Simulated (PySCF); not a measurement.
# BiH5 (Bi(H)5): the cost of one run

Method: PBE, Bi def2-SVP with ECP60, H def2-SVP; scalar-relativistic core potentials, no spin–orbit coupling; program: PySCF 2.14.0.

2 further runs of the same task are left out: 1 for a known fault of the program, 1 that didn't finish.

## (1) Starting geometry

6 atoms, charge 0, spin multiplicity 1.

Bond lengths: Bi1–H2 1.887 Å, Bi1–H3 1.887 Å, Bi1–H4 1.826 Å, Bi1–H5 1.826 Å, Bi1–H6 1.826 Å. Angles: H2–Bi1–H3 180.0°, H2–Bi1–H4 90.0°, H2–Bi1–H5 90.0°, H2–Bi1–H6 90.0°, H3–Bi1–H4 90.0°, H3–Bi1–H5 90.0°, H3–Bi1–H6 90.0°, H4–Bi1–H5 120.0°, H4–Bi1–H6 120.0°, H5–Bi1–H6 120.0°.

Geometry (Å):

```mol
BiH5
  3D, bonds by distance, orders not assigned

  6  5  0  0  0  0  0  0  0  0999 V2000
   -0.0000   -0.0000    0.0000 Bi  0  0
    0.0000   -0.0000    1.8875 H   0  0
   -0.0000    0.0000   -1.8875 H   0  0
    1.8259   -0.0000   -0.0000 H   0  0
   -0.9129    1.5813    0.0000 H   0  0
   -0.9129   -1.5813   -0.0000 H   0  0
  1  2  8  0
  1  3  8  0
  1  4  8  0
  1  5  8  0
  1  6  8  0
M  END
```

Formal oxidation states: Bi +5. An earlier session relaxed this geometry at PBE, Bi def2-SVP with ECP60, H def2-SVP (singlet, point group D3h).

Its energy there is -217.457743 Eh.

## (2) Multiplicity 3 at the relaxed geometry

Input file run.py (the lines that set the calculation):

```python
mol = gto.M(atom='''
Bi     0.00000     0.00000     0.00000
H      0.00000     0.00000     1.88749
H      0.00000     0.00000    -1.88749
H      1.82588     0.00000     0.00000
H     -0.91294     1.58126     0.00000
H     -0.91294    -1.58126     0.00000''',
    basis={'Bi': 'def2-SVP', 'H': 'def2-SVP'},
    ecp={'Bi': 'def2-SVP'},
    charge=0, spin=2)
mf = dft.UKS(mol, xc='PBE')
mf.grids.atom_grid = (50, 194)
mf = mf.density_fit()  # fitting sets: Bi def2-universal-JKFIT, H def2-universal-JKFIT
mf.conv_tol = 1e-08; mf.max_cycle = 55
mf.kernel(dm0)  # dm0: free metal ions and neutral atoms
```

Launch:

```
OMP_NUM_THREADS=2 python run.py
```

**Question.** How long does this run take on 2 threads of Intel Xeon at 2.60GHz (Ice Lake), shared host?

About 1.7 s.
